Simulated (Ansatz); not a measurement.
# CH₈FNSi₂: how energies converge with the basis set

How large a basis does CH₈FNSi₂ need? Two functionals are run in growing sets.

Computed with Ansatz 0.2.0, Gaussian basis. Level: one geometry, several basis sets.

The runs, in order: PBE0-D4/def2-SVP; ωB97M-V/def2-SVP; PBE0-D4/def2-QZVPP; ωB97M-V/def2-QZVPP; the functionals' def2-TZVPP values are taken from earlier runs.

### Step 1. The geometry

All runs share one geometry, relaxed beforehand with PBE0-D4 in a triple-zeta def2 set.

SMILES `C[SiH](F)[SiH2]N`, 13 atoms, charge 0, spin multiplicity 1.

Atoms are counted from 1 here; the program's logs count them from 0.

Bond lengths: C1–Si2 1.864 Å, C1–H6 1.092 Å, C1–H7 1.094 Å, C1–H8 1.093 Å, Si2–F3 1.612 Å, Si2–Si4 2.349 Å, Si2–H9 1.489 Å, Si4–N5 1.729 Å, Si4–H10 1.488 Å, Si4–H11 1.498 Å, N5–H12 1.008 Å, N5–H13 1.008 Å. Angles: Si2–C1–H6 111.6°, Si2–C1–H7 109.9°, Si2–C1–H8 110.8°, H6–C1–H7 108.4°, H6–C1–H8 108.3°, H7–C1–H8 107.8°, C1–Si2–F3 108.5°, C1–Si2–Si4 111.9°, C1–Si2–H9 109.4°, F3–Si2–Si4 109.1°, F3–Si2–H9 106.7°, Si4–Si2–H9 111.1°, Si2–Si4–N5 106.7°, Si2–Si4–H10 111.6°, Si2–Si4–H11 109.5°, N5–Si4–H10 106.8°, N5–Si4–H11 115.5°, H10–Si4–H11 106.8° and more.

### Step 2. PBE0-D4 in def2-SVP

The input, in.yaml:

```yaml
crystal:
  periodic: [false, false, false]
  atoms:
    - {symbol: C, position_ang: [-1.288211, -0.956971, 1.137684]}
    - {symbol: Si, position_ang: [0.527462, -0.909841, 0.717849]}
    - {symbol: F, position_ang: [1.016130, -2.410035, 0.385188]}
    - {symbol: Si, position_ang: [0.964476, 0.468011, -1.134090]}
    - {symbol: N, position_ang: [0.059463, 1.922550, -0.897024]}
    - {symbol: H, position_ang: [-1.887422, -1.302367, 0.292041]}
    - {symbol: H, position_ang: [-1.631017, 0.043393, 1.417972]}
    - {symbol: H, position_ang: [-1.472820, -1.623431, 1.983846]}
    - {symbol: H, position_ang: [1.298810, -0.464558, 1.911713]}
    - {symbol: H, position_ang: [2.398460, 0.859800, -1.199437]}
    - {symbol: H, position_ang: [0.663298, -0.281137, -2.395465]}
    - {symbol: H, position_ang: [0.312936, 2.748229, -1.416728]}
    - {symbol: H, position_ang: [-0.941067, 1.871658, -0.788648]}
basis:
  gaussian: {orbitals: def2-SVP}
hamiltonian: {xc: pbe0, dispersion: d4}
output: {orbitals: {seedname: orbitals}}
```

After this run come: ωB97M-V in def2-SVP; PBE0-D4 in def2-QZVPP; ωB97M-V in def2-QZVPP.

Before running them: what should the planned runs give, taken together? Wanted: PBE0-D4: double and triple zeta above quadruple; ωB97M-V: double and triple zeta above quadruple.

**Answer**, as computed:

```
                                       quantity           value
PBE0-D4: double and triple zeta above quadruple  13.18, 0.86 eV
ωB97M-V: double and triple zeta above quadruple  13.39, 0.81 eV
```

PBE0-D4 gains 12.31 eV from double to triple zeta, then 0.86 eV more. These are total energies; as a rule much of such shifts cancels in differences, which this series doesn't test. The LUMO of ωB97M-V is positive and keeps falling with the basis (1.84 to 0.96 eV): an unbound level that the basis holds in place.
